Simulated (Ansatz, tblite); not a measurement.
**SnHMe2(OAc) (C₄H₁₀O₂Sn): which spin state is lowest**

Aim: set other spin states of SnHMe2(OAc) (C₄H₁₀O₂Sn) against its singlet, on many levels of theory.

Computed with Ansatz 0.2.0, Gaussian basis. Level: as each input shows.

Plan: triplet, at the geometry of the singlet (GFN1-xTB, GFN2-xTB, PBE0-D4/def2-TZVP, PBE-D4/def2-TZVP, r2SCAN-D4/def2-TZVP); the singlet's energies come from earlier runs.

2 further runs of the same task are left out: 2 set aside as unsound or not needed.

### 1 The geometry

The singlet was relaxed beforehand with PBE-D4/def2-SVP.

17 atoms, charge 0, spin multiplicity 1.

Bond lengths: Sn1–H2 1.729 Å, Sn1–C3 2.168 Å, Sn1–C7 2.158 Å, Sn1–O11 2.133 Å, C3–H4 1.107 Å, C3–H5 1.107 Å, C3–H6 1.108 Å, C7–H8 1.105 Å, C7–H9 1.108 Å, C7–H10 1.108 Å, O11–C12 1.317 Å, C12–C13 1.512 Å, C12–O14 1.240 Å, C13–H15 1.104 Å, C13–H16 1.108 Å, C13–H17 1.108 Å. Angles: H2–Sn1–C3 111.1°, H2–Sn1–C7 117.7°, H2–Sn1–O11 108.9°, C3–Sn1–C7 111.8°, C3–Sn1–O11 95.4°, C7–Sn1–O11 109.6°, Sn1–C3–H4 109.6°, Sn1–C3–H5 109.8°, Sn1–C3–H6 110.0°, H4–C3–H5 109.1°, H4–C3–H6 109.2°, H5–C3–H6 109.1°, Sn1–C7–H8 109.2°, Sn1–C7–H9 108.4°, Sn1–C7–H10 110.2°, H8–C7–H9 109.4°, H8–C7–H10 110.6°, H9–C7–H10 109.1° and more.

Sn takes a core potential in the def2 sets. No spin-orbit coupling is included.

### 2 Triplet at the fixed geometry, GFN1-xTB

Tight binding, by tblite at 300 K electronic temperature and without a spin-polarisation term:

```python
tblite.interface.Calculator('GFN1-xTB', numbers, positions, charge=0, uhf=2).singlepoint()
```

Energy -695.6623 eV; 0.022 s.

### 3 Triplet at the fixed geometry, GFN2-xTB

Tight binding, by tblite at 300 K electronic temperature and without a spin-polarisation term:

```python
tblite.interface.Calculator('GFN2-xTB', numbers, positions, charge=0, uhf=2).singlepoint()
```

Energy -645.0040 eV; 0.031 s.

### 4 Triplet at the fixed geometry, PBE0-D4/def2-TZVP

Contents of in.yaml:

```yaml
crystal:
  periodic: [false, false, false]
  atoms:
    - {symbol: Sn, position_ang: [0.742587, 0.710429, 0.589887]}
    - {symbol: H, position_ang: [0.841174, 0.606512, 2.313421]}
    - {symbol: C, position_ang: [2.706996, 0.559396, -0.315754]}
    - {symbol: H, position_ang: [2.606960, 0.541749, -1.417867]}
    - {symbol: H, position_ang: [3.203046, -0.371980, 0.017509]}
    - {symbol: H, position_ang: [3.328790, 1.427361, -0.020896]}
    - {symbol: C, position_ang: [-0.406090, 2.331822, -0.252639]}
    - {symbol: H, position_ang: [-1.342591, 2.449856, 0.322035]}
    - {symbol: H, position_ang: [-0.648689, 2.078565, -1.303310]}
    - {symbol: H, position_ang: [0.184638, 3.268685, -0.232964]}
    - {symbol: O, position_ang: [0.027084, -1.147322, -0.175756]}
    - {symbol: C, position_ang: [-1.203149, -1.234820, 0.287435]}
    - {symbol: C, position_ang: [-1.956992, -2.481042, -0.119482]}
    - {symbol: O, position_ang: [-1.692484, -0.348197, 1.003155]}
    - {symbol: H, position_ang: [-2.968452, -2.480531, 0.322067]}
    - {symbol: H, position_ang: [-1.398021, -3.380024, 0.207721]}
    - {symbol: H, position_ang: [-2.024799, -2.530458, -1.224562]}
basis:
  gaussian: {orbitals: def2-TZVP}
magnetization: {spin_polarized: true, initial_magnetization: 2}
hamiltonian: {xc: pbe0, dispersion: d4}
scf: {omitted_lower_state_checks: [starts]}
output: {orbitals: {seedname: orbitals}}
```

Run with:

```sh
$ ansatz run in.yaml --threads 2 --pin off --events-out ev --progress --plain --max-ram 32768MiB --backend cuda --devices 0, --max-vram 18GiB
```

Output:

```text
Functional definition: PBE0
  name "PBE0"
  cite "Adamo & Barone, J. Chem. Phys. 110, 6158 (1999) doi:10.1063/1.478522"
  cite "Perdew, Burke & Ernzerhof, Phys. Rev. Lett. 77, 3865 (1996) doi:10.1103/PhysRevLett.77.3865"
  parent pbe
  parameter a = 0.25
  parameter kappa = 0.804
  parameter beta = 0.06672455060314922
  exchange = (1 - a)*pbe_x(kappa = kappa, mu = beta*pi^2/3) + a*exact_x
  correlation = pbe_c(beta = beta)
these checks for a lower state are left out or cut short: starts
1923 factors; their error is unknown
mean field evaluation 1: about -14201.4075 eV, gradient 7.0e1 eV
mean field evaluation 2: about -13992.8070 eV, gradient 1.9e2 eV
mean field evaluation 4: about -14214.5150 eV, gradient 4.4e1 eV
mean field evaluation 8: about -14226.2722 eV, gradient 2.7e0 eV
mean field evaluation 16: about -14226.3937 eV, gradient 3.8e-2 eV
mean field evaluation 32: about -14226.3938 eV, gradient 7.9e-5 eV
mean field -14226.39378397 eV, -522.8103285648 hartree, gradient 2.1e-5 eV, S^2 2.009373; 0 other end points of the search recorded, 0 dependent functions left out
reference -14226.39383318 eV, -522.8103303734 hartree; 37, 35 occupied and 259, 261 virtual orbitals, 1923 factors
Total energy: -14226.72014246 eV, -522.8223220183 hartree
Checks for a lower state left out: starts
```

Wall time 18 s (1 × H100 (card shared with other runs) with 2 threads of AMD EPYC 7R13, shared host); peak host memory 0.93 GiB.

From the report: HOMO -2.30 eV, LUMO -4.95 eV (over both spins; with the spin held, an empty level of the minority spin lies below the top filled one); ⟨S²⟩ 2.009 (pure: 2.00).

### 5 Triplet at the fixed geometry, PBE-D4/def2-TZVP

start.molden holds the orbitals of an earlier run on this state, given as this run's starting guess.

in.yaml: that of step 4 with these lines changed.

```diff
@@ -21,5 +21,5 @@
 basis:
-  gaussian: {orbitals: def2-TZVP}
+  gaussian: {orbitals: def2-TZVP, initial_orbitals: start.molden}
 magnetization: {spin_polarized: true, initial_magnetization: 2}
-hamiltonian: {xc: pbe0, dispersion: d4}
+hamiltonian: {xc: pbe, dispersion: d4}
 scf: {omitted_lower_state_checks: [starts]}
```

Same command.

Output:

```text
Functional definition: PBE
  name "PBE"
  cite "Perdew, Burke & Ernzerhof, Phys. Rev. Lett. 77, 3865 (1996) doi:10.1103/PhysRevLett.77.3865"
  parent pbe
  parameter kappa = 0.804
  parameter beta = 0.06672455060314922
  exchange = pbe_x(kappa = kappa, mu = beta*pi^2/3)
  correlation = pbe_c(beta = beta)
these checks for a lower state are left out or cut short: starts
1850 factors; their error is unknown
mean field evaluation 1: about -14225.4740 eV, gradient 8.0e0 eV
mean field evaluation 2: about -14225.7263 eV, gradient 4.5e-1 eV
mean field evaluation 4: about -14225.7550 eV, gradient 3.9e-2 eV
mean field evaluation 8: about -14225.7251 eV, gradient 6.0e-1 eV
mean field evaluation 16: about -14225.7320 eV, gradient 4.3e-5 eV
mean field -14225.73202481 eV, -522.7860093643 hartree, gradient 1.6e-6 eV, S^2 2.005065; 0 other end points of the search recorded, 0 dependent functions left out
reference -14225.73209341 eV, -522.7860118853 hartree; 37, 35 occupied and 259, 261 virtual orbitals, 1850 factors
Total energy: -14226.11312508 eV, -522.8000145410 hartree
Checks for a lower state left out: starts
```

Wall time 14 s (1 × H100 (card shared with other runs) with 2 threads of AMD EPYC 7R13, shared host); peak host memory 0.89 GiB.

Report: HOMO -1.17 eV, LUMO -6.43 eV (over both spins; with the spin held, an empty level of the minority spin lies below the top filled one); ⟨S²⟩ 2.005 (pure: 2.00).

### 6 Triplet at the fixed geometry, r2SCAN-D4/def2-TZVP

in.yaml: that of step 5 with these lines changed.

```diff
@@ -23,3 +23,3 @@
 magnetization: {spin_polarized: true, initial_magnetization: 2}
-hamiltonian: {xc: pbe, dispersion: d4}
+hamiltonian: {xc: r2scan, dispersion: d4}
 scf: {omitted_lower_state_checks: [starts]}
```

The command is unchanged.

Output, shortened:

```text
Functional definition: r2SCAN
  name "r2SCAN"
  cite "Furness, Kaplan, Ning, Perdew & Sun, J. Phys. Chem. Lett. 11, 8208 (2020) doi:10.1021/acs.jpclett.0c02405"
  cite "Furness, Kaplan, Ning, Perdew & Sun, J. Phys. Chem. Lett. 11, 9248 (2020) doi:10.1021/acs.jpclett.0c03077"
  parent r2scan
[...]
1850 factors; their error is unknown
[...]
mean field -14233.67803940 eV, -523.0780200143 hartree, gradient 4.1e-6 eV, S^2 2.011412; 0 other end points of the search recorded, 0 dependent functions left out
reference -14233.67806294 eV, -523.0780208796 hartree; 37, 35 occupied and 259, 261 virtual orbitals, 1850 factors
Total energy: -14233.77905239 eV, -523.0817321732 hartree
Checks for a lower state left out: starts
```

Run time: 11 s. Hardware: 1 × H100 (card shared with other runs) with 2 threads of AMD EPYC 7R13, shared host; peak host memory 0.98 GiB.

From the report: HOMO -1.25 eV, LUMO -5.85 eV (over both spins; with the spin held, an empty level of the minority spin lies below the top filled one); ⟨S²⟩ 2.011 (pure: 2.00).

### 7 Triplet less singlet, vertical

The singlet's energies are those of its earlier runs, whose logs aren't repeated here.

```tsv
level	triplet less singlet, vertical (kcal/mol)	time
GFN1-xTB	+120.0	0.032 s
GFN2-xTB	+108.4	0.04 s
PBE-D4/def2-TZVP	+122.1	20 s
r2SCAN-D4/def2-TZVP	+121.7	18 s
PBE0-D4/def2-TZVP	+123.8	25 s
```

Times add the two runs; a level without a time comes out of a correlated run. Tight binding without a spin term can't rank spin states.

### 8 Summary of results

```
                                                quantity                                            value
triplet less singlet, vertical, functionals in def2-TZVP  +121.7 (r2SCAN-D4) to +123.8 kcal/mol (PBE0-D4)
```

All functionals put the triplet above the singlet, over a spread of 2.1 kcal/mol. The checks for a lower triplet were left out, so another state of that spin may lie lower. These are electronic energies, without zero-point motion, entropy or surroundings.
